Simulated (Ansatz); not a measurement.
**AlGaPH (triplet): wave-function methods side by side, cc-pVDZ**

An exercise on one series of results from a longer session: the logs are not shown, and one member is left open.

The runs use Ansatz 0.2.0, Gaussian basis; cc-pVDZ, core rule «outside noble gas», up to 24 orbitals frozen.

To be run: UHF; CCSD(T) on ROHF; CCSD(T) on UHF; BCCD(T) on ROHF; CISD; CCSDT(Q) on ROHF; CCSDT(Q) on UHF; CASSCF and NEVPT2, 10 electrons in 10 orbitals.

27 further runs of the same task are left out: 2 for a known fault of the program, 11 that didn't finish, 14 set aside as unsound or not needed.

**The system**

The geometry is a PBE0/def2-TZVP stationary point (not a proven minimum). No spin-orbit coupling is included. The filled d shell of Ga may be among the frozen orbitals whatever the setting's name suggests; the logs give the count.

4 atoms, charge 0, spin multiplicity 3.

Atoms are counted from 1 here; the program's logs count them from 0.

Bond lengths: Al1–P2 2.264 Å, Al1–Ga3 2.612 Å, Al1–H4 1.731 Å, P2–Ga3 2.272 Å, Ga3–H4 1.923 Å. Angles: P2–Al1–Ga3 55.0°, P2–Al1–H4 102.4°, Ga3–Al1–H4 47.4°, Al1–P2–Ga3 70.3°, Al1–Ga3–P2 54.7°, Al1–Ga3–H4 41.5°, P2–Ga3–H4 96.2°, Al1–H4–Ga3 91.1°.

Set-up of the first run:

in.yaml

```yaml
crystal:
  periodic: [false, false, false]
  atoms:
    - {symbol: Al, position_ang: [0.000000, 1.003938, 1.483451]}
    - {symbol: P, position_ang: [0.000000, -1.182613, 0.896493]}
    - {symbol: Ga, position_ang: [0.000000, 0.110828, -0.971553]}
    - {symbol: H, position_ang: [0.000000, 1.800570, -0.053547]}
basis:
  gaussian: {orbitals: cc-pVDZ}
magnetization: {spin_polarized: true, initial_magnetization: 2}
hamiltonian: {xc: hf}
output: {orbitals: {seedname: orbitals}}
```

Started as:

```bash
> ansatz run in.yaml --threads 1 --pin off --events-out ev --progress --plain --max-ram 2393MiB
```

Steps of the session up to this table: UHF; CCSD(T) on ROHF; CCSD(T) on UHF; BCCD(T) on ROHF; CISD; CCSDT(Q) on ROHF; CCSDT(Q) on UHF; CASSCF and NEVPT2, 10 electrons in 10 orbitals.

One table of the session follows, with a row left open; its other results are not shown here.

```
         method  from UCCSDT(Q) (kcal/mol)
           ROHF                    +164.66
            UHF                    +160.80
           RMP2                          ?
           UMP2                     +28.84
          RCCSD                     +10.89
          UCCSD                     +10.52
       RCCSD(T)                      +1.91
       UCCSD(T)                      +1.85
        BCCD(T)                      +1.91
         RCCSDT                      +1.03
         UCCSDT                      +0.87
      RCCSDT(Q)                      +0.22
      UCCSDT(Q)                          0
CASSCF frontier                    +116.58
NEVPT2 frontier                     +30.61
```

Estimate the missing values for RMP2.

**Answer.** from UCCSDT(Q) (kcal/mol): +28.31. In the column «from UCCSDT(Q) (kcal/mol)» it lies between RCCSD (+10.89) and UMP2 (+28.84).

Not comparable, so not listed: CISD (they don't share determinant, frozen orbitals or solution with the rows shown, or repeat one).

Limits of these values: Restricted and unrestricted rows rest on different reference determinants; where their highest levels disagree by more than a few hundredths of an eV, they describe different states and don't form one ladder.
